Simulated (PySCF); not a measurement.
# C3H9BO: the cost of one run

Programs: PySCF 2.14.0, with density-fitted response routines of our own. Each step states its level of theory. These are calculated values for one molecule in the gas phase, unless marked as measured. Atoms count from 0, in the outputs and in this text.

**1. The molecule as given**

14 atoms, charge 0, multiplicity 1; geometry from: GFN2-xTB. The atoms were then displaced at random by about 0.01 Å, so the start is not that level's minimum.

Bonds of the start (Å): B0–O1 1.31, O1–C2 1.40, C2–C3 1.57, C3–C4 1.50, B0–H5 1.19, B0–H6 1.17, C2–H7 1.11, C2–H8 1.07, C3–H9 1.10, C3–H10 1.11, C4–H11 1.07, C4–H12 1.10, C4–H13 1.08.

**2. Geometry optimisation at PBE0-D3(BJ)/def2-SVP**

What the job is given:

```
{"job": {"xc": "PBE0", "basis": "def2-SVP", "d3": "d3bj", "grid": 1, "shake": 0.01, "kind": "geom"}, "charge": 0, "multiplicity": 1}
B     -2.578710    -0.467810     0.750690
O     -1.570920     0.332350     1.002700
C     -0.447430     0.462460     0.175420
C      0.840320    -0.083450     0.895810
C      2.062710     0.085210     0.049730
H     -3.455210    -0.431060     1.548500
H     -2.658950    -1.100150    -0.234910
H     -0.275340     1.538880    -0.027540
H     -0.577940    -0.056760    -0.748490
H      0.914860     0.430350     1.863490
H      0.635650    -1.147760     1.119940
H      1.978370    -0.432540    -0.881120
H      2.212880     1.155170    -0.158000
H      2.912550    -0.299970     0.596210
```

Run with:

```
> OMP_NUM_THREADS=1 python probes_run.py task.json out
```

One launch serves the whole session: the jobs run in the order shown.

Q: Estimate the wall time and peak memory of this first job on 1 thread of Arm Neoverse V2, shared host.

About 36 s, with a peak of 0.48 GiB.
